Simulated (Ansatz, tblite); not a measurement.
**The cluster In9As8H24−: rung by rung**

The task here is to estimate one member of a computed series from the others.

Computed with Ansatz 0.2.0, Gaussian basis. Level: as each input shows.

Levels to be run: GFN1-xTB, GFN2-xTB, PBE-D4/def2-SVP, r2SCAN-D4/def2-SVP, B97M-V/def2-SVP, B2PLYP/def2-SVP, PBE0-D4/def2-TZVP, PBE-D4/def2-TZVP, MP2/def2-SVP, RPA/def2-SVP.

3 further runs of the same task are left out: 1 for a known fault of the program, 2 set aside as unsound or not needed.

## The structure

The singlet was relaxed beforehand with PBE-D4/def2-SVP.

41 atoms, charge -1, spin multiplicity 1.

Bond lengths: As1–In9 2.738 Å, As1–In12 2.770 Å, As1–H18 1.531 Å, As1–H19 1.537 Å, As2–In11 2.738 Å, As2–In13 2.734 Å, As2–H20 1.532 Å, As2–H21 1.529 Å, As3–In10 2.729 Å, As3–In14 2.703 Å, As3–In15 2.635 Å, As3–H22 1.534 Å, As4–In11 2.686 Å, As4–In14 2.728 Å, As4–In16 2.642 Å, As4–H23 1.534 Å, As5–In9 2.697 Å, As5–In10 2.706 Å and more. Angles: In9–As1–In12 140.3°, In9–As1–H18 103.6°, In9–As1–H19 100.5°, In12–As1–H18 106.1°, In12–As1–H19 102.8°, H18–As1–H19 94.3°, In11–As2–In13 135.0°, In11–As2–H20 106.2°, In11–As2–H21 101.6°, In13–As2–H20 107.1°, In13–As2–H21 104.4°, H20–As2–H21 95.2°, In10–As3–In14 122.0°, In10–As3–In15 107.1°, In10–As3–H22 106.8°, In14–As3–In15 114.4°, In14–As3–H22 104.5°, In15–As3–H22 99.4° and more.

In takes a core potential in the def2 sets. No spin-orbit coupling is included. The ion is computed in the gas phase, without counter-ions or solvent.

PBE0-D4/def2-SVP was run before; its log isn't repeated, and its numbers join the tables.

The first run:

Tight binding, by tblite at 300 K electronic temperature and without a spin-polarisation term:

```python
tblite.interface.Calculator('GFN1-xTB', numbers, positions, charge=-1, uhf=0).singlepoint()
```

Tight binding, by tblite at 300 K electronic temperature and without a spin-polarisation term:

```python
tblite.interface.Calculator('GFN2-xTB', numbers, positions, charge=-1, uhf=0).singlepoint()
```

start.molden holds the orbitals of an earlier run on this state, given as this run's starting guess.

File in.yaml:

```yaml
crystal:
  periodic: [false, false, false]
  atoms:
    - {symbol: As, position_ang: [-2.050678, -1.685406, 3.576749]}
    - {symbol: As, position_ang: [1.077758, -2.760856, 0.261130]}
    - {symbol: As, position_ang: [-1.741312, 2.666803, -3.151756]}
    - {symbol: As, position_ang: [1.209525, 0.004567, -3.118937]}
    - {symbol: As, position_ang: [-2.154460, -0.205080, -0.353558]}
    - {symbol: As, position_ang: [1.780950, 0.024218, 3.326825]}
    - {symbol: As, position_ang: [1.226863, 2.508472, -0.070973]}
    - {symbol: As, position_ang: [4.194546, -0.469856, -0.095916]}
    - {symbol: In, position_ang: [-3.371619, -2.039693, 1.204302]}
    - {symbol: In, position_ang: [-3.717728, 1.069544, -2.156919]}
    - {symbol: In, position_ang: [-0.417601, -1.616702, -1.726022]}
    - {symbol: In, position_ang: [0.486708, -1.931976, 4.658891]}
    - {symbol: In, position_ang: [2.983294, -1.867387, 2.006874]}
    - {symbol: In, position_ang: [0.098818, 1.743534, -4.903210]}
    - {symbol: In, position_ang: [-0.733949, 4.009301, -1.120054]}
    - {symbol: In, position_ang: [2.987766, 1.341093, -1.693078]}
    - {symbol: In, position_ang: [-1.019747, 1.632923, 1.128674]}
    - {symbol: H, position_ang: [-2.614629, -0.366377, 4.110201]}
    - {symbol: H, position_ang: [-2.905161, -2.559993, 4.507348]}
    - {symbol: H, position_ang: [1.564812, -4.105209, -0.289285]}
    - {symbol: H, position_ang: [-0.006366, -3.362650, 1.155780]}
    - {symbol: H, position_ang: [-2.433687, 3.817928, -3.893452]}
    - {symbol: H, position_ang: [2.078801, -0.948309, -3.948804]}
    - {symbol: H, position_ang: [2.902286, 0.040377, 4.394065]}
    - {symbol: H, position_ang: [1.939378, 3.430020, 0.920804]}
    - {symbol: H, position_ang: [4.994589, -1.344820, -1.072292]}
    - {symbol: H, position_ang: [5.424159, 0.270776, 0.443005]}
    - {symbol: H, position_ang: [-2.864173, -3.626913, 0.653342]}
    - {symbol: H, position_ang: [-5.038838, -1.582882, 1.493911]}
    - {symbol: H, position_ang: [-4.141828, -0.081468, -3.406568]}
    - {symbol: H, position_ang: [-4.836435, 2.119319, -1.315753]}
    - {symbol: H, position_ang: [-1.003630, -2.916171, -2.739917]}
    - {symbol: H, position_ang: [0.890225, -3.571902, 4.134817]}
    - {symbol: H, position_ang: [0.245764, -1.585592, 6.366593]}
    - {symbol: H, position_ang: [4.098792, -3.163666, 2.376805]}
    - {symbol: H, position_ang: [-0.714943, 0.828020, -6.151398]}
    - {symbol: H, position_ang: [1.310681, 2.972343, -5.204840]}
    - {symbol: H, position_ang: [-0.744966, 5.743906, -0.964178]}
    - {symbol: H, position_ang: [-1.863389, 3.249639, 0.287835]}
    - {symbol: H, position_ang: [4.121557, 2.425272, -2.460754]}
    - {symbol: H, position_ang: [-1.242144, 1.894833, 2.829723]}
basis:
  gaussian: {orbitals: def2-SVP, fitting: {mean_field: def2-universal-jkfit}, initial_orbitals: start.molden}
total_charge: -1
hamiltonian: {xc: pbe, dispersion: d4}
scf: {omitted_lower_state_checks: [starts]}
output: {orbitals: {seedname: orbitals}}
```

The run is started by

```sh
$ ansatz run in.yaml --threads 4 --pin off --events-out ev --progress --plain --max-ram 46080MiB --backend cuda --devices 0, --max-vram 37GiB
```

Among the steps run: PBE-D4/def2-SVP; r2SCAN-D4/def2-SVP; B97M-V/def2-SVP; B2PLYP/def2-SVP; PBE0-D4/def2-TZVP; PBE-D4/def2-TZVP; MP2/def2-SVP; RPA/def2-SVP.

One table of the session follows, with a row left open; its other results are not shown here.

It belongs to the step «Levels side by side». 

| level | HOMO (eV) | LUMO (eV) | gap (eV) |
| --- | --- | --- | --- |
| PBE-D4/def2-SVP | -2.92 | 0.14 | 3.06 |
| PBE-D4/def2-TZVP | -3.03 | 0.01 | 3.04 |
| r2SCAN-D4/def2-SVP | -3.14 | 0.32 | 3.46 |
| B97M-V/def2-SVP | ? | ? | ? |
| PBE0-D4/def2-SVP | -3.83 | 0.84 | 4.67 |
| PBE0-D4/def2-TZVP | -3.90 | 0.73 | 4.63 |

**Question.** Estimate the row for B97M-V/def2-SVP.

**Answer.** HOMO (eV): -3.22; LUMO (eV): 0.24; gap (eV): 3.47. In the column «HOMO (eV)» it lies between PBE0-D4/def2-SVP (-3.83) and r2SCAN-D4/def2-SVP (-3.14).
